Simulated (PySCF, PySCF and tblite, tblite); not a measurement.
**C6H6FN: telling isomers apart by computed NMR**

Can the signals of one isomer of C6H6FN be assigned among several candidates?

Programs: PySCF 2.14.0 with density-fitted response routines of our own, and tblite 0.8.0. All values are computed, except where a source is named. Atoms count from 0 throughout.

### 1 The molecule as given

14 atoms, charge 0, multiplicity 1; geometry from: MMFF94s geometry. This is the first candidate.

Bonds of the start (Å): C0–C1 1.57, C0–H10 1.09, C0–H8 1.09, C0–H9 1.09, C1–C2 1.33, C1–C5 1.53, C2–C3 1.52, C2–H11 1.09, C3–C5 1.56, C3–F4 1.34, C3–H12 1.12, C5–C6 1.44, C5–H13 1.10, C6–N7 1.17.

### 2 GFN2-xTB relaxation, isomer A, conformer 1

What the job is given:

```
{"job": {"xc": "GFN2-xTB", "basis": "xTB", "kind": "relax"}, "charge": 0, "multiplicity": 1}
C      2.030600     0.118400     0.146100
C      0.487500     0.276600    -0.082000
C     -0.317600     1.326100    -0.232900
C     -1.585200     0.491000    -0.330900
F     -2.347400     0.589600    -1.432300
C     -0.634200    -0.740000    -0.295000
C     -0.833000    -1.641000     0.814100
N     -0.997000    -2.369300     1.709000
H      2.523200    -0.089900    -0.803900
H      2.222000    -0.704900     0.839600
H      2.440100     1.036400     0.567700
H     -0.182700     2.402800    -0.241800
H     -2.229000     0.569900     0.577900
H     -0.577900    -1.266100    -1.257700
```

Command:

```sh
OMP_NUM_THREADS=1 python ens_run.py task.json out
```

The driver reads the study from task.json and runs its stages one after another.

The program printed:

```text
step      E/eV     max force
  0    -638.50782    2.684
  1    -638.43654    8.431
  2    -638.63824    1.203
  3    -638.65999    0.994
  4    -638.67862    0.264
  5    -638.68994    0.276
  6    -638.69504    0.210
  7    -638.70091    0.180
  8    -638.70513    0.214
  9    -638.70753    0.133
 10    -638.70861    0.086
 11    -638.70937    0.080
 12    -638.71009    0.085
 13    -638.71077    0.094
 14    -638.71140    0.091
 15    -638.71208    0.082
 16    -638.71291    0.081
 17    -638.71396    0.087
 18    -638.71503    0.083
 19    -638.71582    0.062
 20    -638.71638    0.064
 21    -638.71694    0.068
 22    -638.71764    0.075
 23    -638.71838    0.083
 24    -638.71890    0.052
 25    -638.71918    0.050
 26    -638.71941    0.047
 27    -638.71969    0.045
 28    -638.71995    0.045
 29    -638.72014    0.032
 30    -638.72014    0.032
 31    -638.72021    0.033
 32    -638.72031    0.175
 33    -638.72049    0.045
 34    -638.72055    0.040
 35    -638.72066    0.036
 36    -638.72092    0.036
 37    -638.72102    0.041
 38    -638.72122    0.035
 39    -638.72137    0.030
 40    -638.72154    0.037
 41    -638.72169    0.035
 42    -638.72184    0.040
 43    -638.72198    0.036
 44    -638.72210    0.028
 45    -638.72220    0.029
 46    -638.72231    0.028
 47    -638.72240    0.027
 48    -638.72249    0.028
 49    -638.72258    0.022
 50    -638.72269    0.029
 51    -638.72283    0.038
 52    -638.72304    0.046
 53    -638.72331    0.050
 54    -638.72362    0.048
 55    -638.72392    0.037
 56    -638.72418    0.036
 57    -638.72445    0.048
 58    -638.72474    0.056
 59    -638.72503    0.049
 60    -638.72523    0.029
 61    -638.72536    0.025
 62    -638.72544    0.025
 63    -638.72548    0.032
 64    -638.72556    0.019
 65    -638.72562    0.016
 66    -638.72567    0.016
 67    -638.72572    0.021
 68    -638.72578    0.020
 69    -638.72584    0.021
 70    -638.72589    0.018
 71    -638.72593    0.019
 72    -638.72600    0.023
 73    -638.72606    0.020
 74    -638.72612    0.016
 75    -638.72615    0.014
 76    -638.72618    0.013
 77    -638.72621    0.016
 78    -638.72626    0.023
 79    -638.72631    0.019
 80    -638.72634    0.009
 81    -638.72635    0.009
 82    -638.72636    0.012
 83    -638.72639    0.016
 84    -638.72641    0.020
 85    -638.72644    0.014
 86    -638.72646    0.012
 87    -638.72647    0.013
 88    -638.72649    0.013
 89    -638.72652    0.013
 90    -638.72653    0.011
 91    -638.72654    0.008
 92    -638.72655    0.007
 93    -638.72656    0.008
 94    -638.72657    0.010
 95    -638.72658    0.015
 96    -638.72658    0.031
 97    -638.72658    0.005
 98    -638.72658    0.005
 99    -638.72659    0.003
```

Wall time 0.49 s (1 thread of Arm Neoverse V1, shared host).

Gain 0.219 eV; displacement 0.17 Å root mean square.

### 3 Shieldings, isomer A, conformer 1: PBE0/pcSseg-1

What the job is given:

```
{"job": {"xc": "PBE0", "basis": "pcSseg-1", "kind": "nmr", "pop": true}, "charge": 0, "multiplicity": 1}
C      1.955913     0.110164     0.129242
C      0.510804     0.317103    -0.085315
C     -0.326452     1.353361    -0.138824
C     -1.555181     0.500754    -0.299749
F     -2.247855     0.650090    -1.472115
C     -0.585488    -0.724171    -0.293384
C     -0.768334    -1.665144     0.772432
N     -0.898385    -2.391856     1.645837
H      2.394084    -0.407679    -0.723983
H      2.114707    -0.512053     1.010276
H      2.460094     1.063218     0.266567
H     -0.214353     2.418627    -0.089386
H     -2.288509     0.527516     0.511907
H     -0.551721    -1.240403    -1.255672
```

The program printed:

```text
coarse grid: 12384 points
cycle   1  E = -386.1596478656  dE =  1.281e+00  |g| = 6.266e-01  |ddm| = 3.553e+00
cycle   2  E = -385.9834473304  dE =  1.762e-01  |g| = 1.138e+00  |ddm| = 1.399e+00
cycle   3  E = -386.2323023490  dE = -2.489e-01  |g| = 2.036e-01  |ddm| = 9.742e-01
cycle   4  E = -386.2405651584  dE = -8.263e-03  |g| = 6.179e-02  |ddm| = 1.675e-01
cycle   5  E = -386.2412416655  dE = -6.765e-04  |g| = 1.840e-02  |ddm| = 5.280e-02
cycle   6  E = -386.2413084176  dE = -6.675e-05  |g| = 3.400e-03  |ddm| = 1.837e-02
cycle   7  E = -386.2413107657  dE = -2.348e-06  |g| = 1.188e-03  |ddm| = 4.571e-03
final grid: 122080 points
cycle   8  E = -386.2958259658  dE = -3.751e-05  |g| = 7.434e-03  |ddm| = 3.609e-02
cycle   9  E = -386.2958199365  dE =  6.029e-06  |g| = 9.598e-03  |ddm| = 1.528e-02
cycle  10  E = -386.2958388656  dE = -1.893e-05  |g| = 1.403e-03  |ddm| = 8.396e-03
cycle  11  E = -386.2958391747  dE = -3.091e-07  |g| = 4.531e-04  |ddm| = 1.210e-03
cycle  12  E = -386.2958392091  dE = -3.446e-08  |g| = 2.104e-04  |ddm| = 4.252e-04
cycle  13  E = -386.2958392180  dE = -8.815e-09  |g| = 3.539e-05  |ddm| = 1.547e-04
cycle  14  E = -386.2958392182  dE = -2.568e-10  |g| = 1.355e-05  |ddm| = 4.268e-05
converged SCF energy = -386.2958392182

GIAO shielding tensors (ppm)
atom      isotropic    diamagn.    paramagn.     s11        s22        s33       span
  0 C      169.128     245.696     -76.569    153.729    166.340    187.314     33.585
  1 C       28.223     259.832    -231.609    -97.207     37.408    144.469    241.676
  2 C       44.827     250.733    -205.906    -53.259     50.781    136.959    190.219
  3 C       95.837     246.162    -150.324     64.064     78.972    144.476     80.411
  4 F      363.064     469.401    -106.336    339.534    371.458    378.200     38.666
  5 C      146.613     251.117    -104.505    135.986    145.726    158.126     22.139
  6 C       65.332     260.372    -195.041    -50.237    -48.023    294.256    344.493
  7 N      -39.721     340.238    -379.960   -207.735   -189.297    277.868    485.603
  8 H       29.744      27.909       1.835     25.751     27.747     35.733      9.981
  9 H       29.540      28.436       1.104     25.340     28.412     34.867      9.527
 10 H       29.527      28.081       1.446     25.634     27.821     35.125      9.491
 11 H       25.427      32.570      -7.143     24.266     24.809     27.207      2.941
 12 H       26.295      29.211      -2.915     22.866     26.793     29.227      6.361
 13 H       28.490      29.019      -0.529     25.010     28.304     32.157      7.147
```

It took 20 s on 1 thread of Arm Neoverse V1, shared host; peak memory 0.76 GiB.

This run: HOMO -8.24 eV, LUMO -0.58 eV; dipole 3.58 D.

### 4 Couplings, isomer A, conformer 1: B3LYP/pcJ-1+6-31G*

The job, as its differences from that of step 3:

```diff
@@ -1,2 +1,2 @@
-{"job": {"xc": "PBE0", "basis": "pcSseg-1", "kind": "nmr", "pop": true}, "charge": 0, "multiplicity": 1}
+{"job": {"xc": "B3LYP", "basis": {"default": "6-31G*", "H": "pcJ-1", "F": "pcJ-1"}, "nuclei": ["H", "F", "P", "Si", "B"], "kind": "j"}, "charge": 0, "multiplicity": 1}
 C      1.955913     0.110164     0.129242
```

The program printed:

```text
coarse grid: 12384 points
cycle   1  E = -386.7268709947  dE =  1.235e+00  |g| = 6.736e-01  |ddm| = 3.732e+00
cycle   2  E = -386.5029392979  dE =  2.239e-01  |g| = 1.253e+00  |ddm| = 1.638e+00
cycle   3  E = -386.8065633143  dE = -3.036e-01  |g| = 2.527e-01  |ddm| = 1.202e+00
cycle   4  E = -386.8202729743  dE = -1.371e-02  |g| = 6.853e-02  |ddm| = 2.386e-01
cycle   5  E = -386.8210930119  dE = -8.200e-04  |g| = 2.296e-02  |ddm| = 6.765e-02
cycle   6  E = -386.8211957569  dE = -1.027e-04  |g| = 4.395e-03  |ddm| = 2.222e-02
cycle   7  E = -386.8211998400  dE = -4.083e-06  |g| = 1.540e-03  |ddm| = 5.842e-03
final grid: 122080 points
cycle   8  E = -386.7769806207  dE = -6.341e-05  |g| = 7.362e-03  |ddm| = 2.552e-02
cycle   9  E = -386.7769670014  dE =  1.362e-05  |g| = 1.122e-02  |ddm| = 1.495e-02
cycle  10  E = -386.7769916134  dE = -2.461e-05  |g| = 2.298e-03  |ddm| = 9.652e-03
cycle  11  E = -386.7769926642  dE = -1.051e-06  |g| = 6.967e-04  |ddm| = 2.263e-03
cycle  12  E = -386.7769927561  dE = -9.187e-08  |g| = 2.088e-04  |ddm| = 6.369e-04
cycle  13  E = -386.7769927646  dE = -8.466e-09  |g| = 6.957e-05  |ddm| = 2.135e-04
cycle  14  E = -386.7769927657  dE = -1.138e-09  |g| = 1.895e-05  |ddm| = 7.185e-05
cycle  15  E = -386.7769927658  dE = -7.697e-11  |g| = 4.135e-06  |ddm| = 2.069e-05
converged SCF energy = -386.7769927658

Indirect spin-spin couplings (Hz)
  i      j    bonds     total        FC       PSO       DSO        SD
  4 F    8 H    5     11.226    11.169     0.826    -0.666    -0.102
  4 F    9 H    5      8.000     8.157     0.840    -1.106     0.109
  4 F   10 H    5      0.327     0.326     0.833    -0.921     0.088
  4 F   11 H    3      1.108    -0.176     1.629    -0.861     0.516
  4 F   12 H    2     63.584    61.592     6.502    -0.992    -3.518
  4 F   13 H    3      6.065     4.624     1.176     0.478    -0.213
  8 H    9 H    2    -20.889   -20.499     2.133    -2.522         -
  8 H   10 H    2    -14.253   -13.730     2.208    -2.731         -
  8 H   11 H    4     -3.405    -2.948     0.855    -1.312         -
  8 H   12 H    5      2.181     2.627     0.979    -1.425         -
  8 H   13 H    4     -2.355    -2.533    -0.387     0.564         -
  9 H   10 H    2    -14.585   -14.067     2.186    -2.704         -
  9 H   11 H    4     -3.348    -2.890     0.867    -1.325         -
  9 H   12 H    5      3.128     3.395     0.539    -0.806         -
  9 H   13 H    4     -2.235    -2.000     0.582    -0.817         -
 10 H   12 H    5     -0.336     0.021     0.769    -1.126         -
 10 H   13 H    4     -1.262    -0.827     0.987    -1.422         -
 11 H   12 H    3      0.630     1.003     0.816    -1.189         -
 11 H   13 H    4     -2.778    -2.087     1.352    -2.044         -
 12 H   13 H    3      0.457     1.082     1.507    -2.133         -
```

Wall time 27 s (1 thread of Arm Neoverse V1, shared host); peak memory 0.84 GiB.

In short: HOMO -7.76 eV, LUMO -0.48 eV; dipole 3.47 D.

### 5 Boltzmann average, isomer A: properties at PBE0/pcSseg-1

What the job is given:

```
{"job": {"study": "conf", "smiles": "CC1=C[C@@H](F)[C@@H]1C#N", "search": {"seed": 3756, "n_embed": 45, "ff_keep": 10, "window": 2.5, "nmax": 6, "temps": [250, 298.15, 350], "t_ref": 298.15, "order": 0.0005}, "level": {"nmr": {"xc": "PBE0", "basis": "pcSseg-1"}, "j": {"xc": "B3LYP", "basis": {"default": "6-31G*", "H": "pcJ-1", "F": "pcJ-1"}, "nuclei": ["H", "F", "P", "Si", "B"]}}, "kind": "conf"}, "charge": 0, "multiplicity": 1}
C      1.955913     0.110164     0.129242
C      0.510804     0.317103    -0.085315
C     -0.326452     1.353361    -0.138824
C     -1.555181     0.500754    -0.299749
F     -2.247855     0.650090    -1.472115
C     -0.585488    -0.724171    -0.293384
C     -0.768334    -1.665144     0.772432
N     -0.898385    -2.391856     1.645837
H      2.394084    -0.407679    -0.723983
H      2.114707    -0.512053     1.010276
H      2.460094     1.063218     0.266567
H     -0.214353     2.418627    -0.089386
H     -2.288509     0.527516     0.511907
H     -0.551721    -1.240403    -1.255672
```

The program printed:

```text
conformer  sym    E(xTB)   E(DFT)   G(298.15 K)  weight  dipole/D
    1     C1      0.000    0.000    0.000   1.0000    3.584

mean shielding (ppm) by class
class atoms           250 K   298.15 K      350 K
  0 C  0            169.127    169.127    169.127
  1 C  1             28.223     28.223     28.223
  2 C  2             44.827     44.827     44.827
  3 C  3             95.838     95.838     95.838
  4 F  4            363.064    363.064    363.064
  5 C  5            146.613    146.613    146.613
  6 C  6             65.332     65.332     65.332
  7 N  7            -39.721    -39.721    -39.721
  8 H  8,9,10        29.603     29.603     29.603
  9 H  11            25.427     25.427     25.427
 10 H  12            26.295     26.295     26.295
 11 H  13             28.49      28.49      28.49
```

Run time: 48 s. Hardware: 1 thread of Arm Neoverse V1, shared host. This counts the runs that the step sums up.

The search (ETKDG and KDG, MMFF94s, GFN2-xTB) embedded 45 structures, kept 2 distinct ones after the force field and 1 after xTB; 1 was carried on (window 2.5 kcal/mol at the search's own energies). Energies: PBE0/pcSseg-1 with D3(BJ).

The conformers at 298 K:

```
no.  group  mirror pair  ΔE xTB  ΔE DFT    ΔG  weight (%)  μ (D)     A, B, C (GHz)
  1     C1           no    0.00    0.00  0.00       100.0   3.58  2.49, 1.96, 1.21
```

Energies in kcal/mol. ΔG holds xTB vibrations and rotation, symmetry numbers and mirror pairs.

Shifts against references run at the same level (19F CFCl3 170.9, 15N NH3 267.7, 1H TMS 31.72, 13C TMS 186.9 ppm of shielding), by class of atoms, at 298 K:

```
      atoms                                environment  average
         C1            fully substituted alkene carbon    158.7
         C2                                  alkene CH    142.1
         C6                             nitrile carbon    121.6
         C3                 allylic sp3 CH bonded to F     91.1
         C5                             allylic sp3 CH     40.3
         C0                      allylic methyl carbon     17.8
        H11                   hydrogen on an alkene CH     6.29
        H12  hydrogen on an allylic sp3 CH bonded to F     5.42
        H13              hydrogen on an allylic sp3 CH     3.23
H8, H9, H10       hydrogen on an allylic methyl carbon     2.11
         F4                  fluorine on an sp3 carbon   -192.1
         N7                           nitrile nitrogen    307.4
```

Couplings (Hz, B3LYP/pcJ-1+6-31G*; one pair named for each class), from conformers that hold 100 % of the weight:

```
   pair  bonds  average
 F4–H12      2     63.6
  H8–H9      2    -16.6
 F4–H13      3      6.1
 F4–H11      3      1.1
H11–H12      3      0.6
H11–H13      4     -2.8
 H8–H11      4     -2.2
 H8–H13      4     -1.9
```

Effective distances for nuclear Overhauser effects, ⟨r⁻⁶⟩^(−1/6) over all pairs of two classes (Å): H11···H12 2.87; H12···H13 3.04; H8···H11 3.42; H8···H13 3.44; H11···H13 3.86.

### 6 GFN2-xTB relaxation, isomer B, conformer 1

What the job is given:

```
{"job": {"xc": "GFN2-xTB", "basis": "xTB", "kind": "relax"}, "charge": 0, "multiplicity": 1}
C     -2.013300    -0.155300    -0.055300
C     -0.484700    -0.309000     0.010900
C      0.346900    -1.186900     0.648800
C      1.607500    -0.501700     0.154700
F      2.429400     0.035500     1.099100
C      0.671200     0.457400    -0.612000
C      0.736700     1.851300    -0.213700
N      0.775700     2.979400     0.075100
H     -2.501200    -1.133900    -0.123700
H     -2.302100     0.434900    -0.929600
H     -2.394000     0.357800     0.837000
H      0.171600    -2.039600     1.299900
H      2.193100    -1.132100    -0.512400
H      0.762400     0.341400    -1.701100
```

The program printed:

```text
step      E/eV     max force
  0    -638.42301    2.768
  1    -638.34803    8.336
  2    -638.54687    1.132
  3    -638.56584    1.116
  4    -638.58424    0.338
  5    -638.59562    0.239
  6    -638.60035    0.241
  7    -638.60612    0.209
  8    -638.60995    0.179
  9    -638.61296    0.126
 10    -638.61463    0.091
 11    -638.61565    0.072
 12    -638.61623    0.066
 13    -638.61662    0.043
 14    -638.61694    0.052
 15    -638.61728    0.058
 16    -638.61772    0.059
 17    -638.61829    0.071
 18    -638.61886    0.064
 19    -638.61931    0.050
 20    -638.61965    0.061
 21    -638.62001    0.066
 22    -638.62046    0.060
 23    -638.62093    0.054
 24    -638.62127    0.043
 25    -638.62150    0.044
 26    -638.62171    0.037
 27    -638.62171    0.037
 28    -638.62182    0.031
 29    -638.62197    0.115
 30    -638.62201    0.139
 31    -638.62217    0.045
 32    -638.62235    0.041
 33    -638.62269    0.110
 34    -638.62296    0.095
 35    -638.62319    0.045
 36    -638.62348    0.063
 37    -638.62382    0.104
 38    -638.62411    0.081
 39    -638.62430    0.038
 40    -638.62446    0.037
 41    -638.62464    0.075
 42    -638.62484    0.077
 43    -638.62508    0.045
 44    -638.62539    0.053
 45    -638.62581    0.093
 46    -638.62639    0.129
 47    -638.62713    0.117
 48    -638.62801    0.091
 49    -638.62895    0.097
 50    -638.63007    0.173
 51    -638.63163    0.202
 52    -638.63345    0.152
 53    -638.62649    0.521
 54    -638.63595    0.102
 55    -638.63681    0.080
 56    -638.63911    0.153
 57    -638.63973    0.101
 58    -638.64077    0.056
 59    -638.64141    0.069
 60    -638.64203    0.060
 61    -638.64264    0.061
 62    -638.64332    0.064
 63    -638.64370    0.064
 64    -638.64411    0.079
 65    -638.64450    0.075
 66    -638.64501    0.053
 67    -638.64528    0.053
 68    -638.64576    0.055
 69    -638.64619    0.052
 70    -638.64659    0.094
 71    -638.64677    0.076
 72    -638.64703    0.038
 73    -638.64717    0.036
 74    -638.64743    0.061
 75    -638.64763    0.064
 76    -638.64786    0.043
 77    -638.64801    0.027
 78    -638.64816    0.033
 79    -638.64829    0.042
 80    -638.64843    0.032
 81    -638.64853    0.020
 82    -638.64860    0.026
 83    -638.64866    0.031
 84    -638.64874    0.036
 85    -638.64884    0.034
 86    -638.64895    0.026
 87    -638.64906    0.039
 88    -638.64916    0.035
 89    -638.64923    0.019
 90    -638.64926    0.012
 91    -638.64928    0.013
 92    -638.64930    0.011
 93    -638.64931    0.012
 94    -638.64932    0.023
 95    -638.64933    0.010
 96    -638.64934    0.006
 97    -638.64935    0.008
 98    -638.64935    0.004
 99    -638.64935    0.004
```

Wall time 0.5 s (1 thread of Arm Neoverse V1, shared host).

Relaxing gained 0.226 eV and moved the atoms by 0.33 Å on average (rms).

### 7 Shieldings, isomer B, conformer 1: PBE0/pcSseg-1

What the job is given:

```
{"job": {"xc": "PBE0", "basis": "pcSseg-1", "kind": "nmr", "pop": false}, "charge": 0, "multiplicity": 1}
C     -1.958568    -0.164986    -0.100576
C     -0.498498    -0.338670     0.025722
C      0.329890    -1.195880     0.622894
C      1.575634    -0.539219     0.095031
F      2.444459    -0.039831     1.024874
C      0.621540     0.508154    -0.571108
C      0.700005     1.842773    -0.048998
N      0.727080     2.905397     0.370656
H     -2.482352    -0.946135     0.444354
H     -2.254039    -0.198852    -1.149422
H     -2.251798     0.807704     0.294558
H      0.203273    -2.058581     1.246925
H      2.174148    -1.121734    -0.613569
H      0.668548     0.539387    -1.663509
```

The program printed:

```text
coarse grid: 12384 points
cycle   1  E = -386.1554215937  dE =  1.286e+00  |g| = 6.312e-01  |ddm| = 3.565e+00
cycle   2  E = -385.9707947939  dE =  1.846e-01  |g| = 1.157e+00  |ddm| = 1.476e+00
cycle   3  E = -386.2305970251  dE = -2.598e-01  |g| = 2.028e-01  |ddm| = 1.022e+00
cycle   4  E = -386.2387959355  dE = -8.199e-03  |g| = 6.365e-02  |ddm| = 1.699e-01
cycle   5  E = -386.2395092090  dE = -7.133e-04  |g| = 1.901e-02  |ddm| = 5.367e-02
cycle   6  E = -386.2395795694  dE = -7.036e-05  |g| = 3.450e-03  |ddm| = 1.837e-02
cycle   7  E = -386.2395820181  dE = -2.449e-06  |g| = 1.105e-03  |ddm| = 4.529e-03
final grid: 122080 points
cycle   8  E = -386.2941145793  dE = -3.639e-05  |g| = 7.355e-03  |ddm| = 3.424e-02
cycle   9  E = -386.2941092990  dE =  5.280e-06  |g| = 9.388e-03  |ddm| = 1.463e-02
cycle  10  E = -386.2941272736  dE = -1.797e-05  |g| = 1.292e-03  |ddm| = 8.006e-03
cycle  11  E = -386.2941275430  dE = -2.694e-07  |g| = 3.330e-04  |ddm| = 1.180e-03
cycle  12  E = -386.2941275544  dE = -1.131e-08  |g| = 2.322e-04  |ddm| = 3.599e-04
cycle  13  E = -386.2941275655  dE = -1.117e-08  |g| = 3.301e-05  |ddm| = 1.662e-04
cycle  14  E = -386.2941275658  dE = -2.234e-10  |g| = 9.986e-06  |ddm| = 4.010e-05
converged SCF energy = -386.2941275658

GIAO shielding tensors (ppm)
atom      isotropic    diamagn.    paramagn.     s11        s22        s33       span
  0 C      169.426     245.639     -76.213    153.911    167.058    187.309     33.398
  1 C       28.361     259.836    -231.475    -96.340     37.279    144.144    240.484
  2 C       43.932     250.444    -206.512    -53.012     48.951    135.856    188.868
  3 C      100.225     243.501    -143.276     66.976     84.619    149.080     82.105
  4 F      374.317     468.936     -94.619    357.002    380.562    385.387     28.385
  5 C      145.924     252.273    -106.349    133.259    147.244    157.271     24.012
  6 C       66.150     260.117    -193.966    -47.557    -45.633    291.640    339.198
  7 N      -40.686     340.263    -380.949   -219.330   -193.475    290.748    510.078
  8 H       29.554      28.081       1.473     25.644     27.837     35.182      9.538
  9 H       29.971      27.994       1.976     25.938     27.864     36.109     10.171
 10 H       29.382      28.389       0.992     25.160     28.422     34.564      9.403
 11 H       25.424      32.473      -7.050     23.849     25.088     27.334      3.485
 12 H       26.326      28.854      -2.529     22.415     26.517     30.046      7.630
 13 H       28.292      29.663      -1.371     25.080     27.624     32.171      7.091
```

Wall time 17 s (1 thread of Arm Neoverse V1, shared host); peak memory 0.78 GiB.

In short: HOMO -8.19 eV, LUMO -0.57 eV; dipole 5.26 D.

(Part 1 of 2 ends here.)
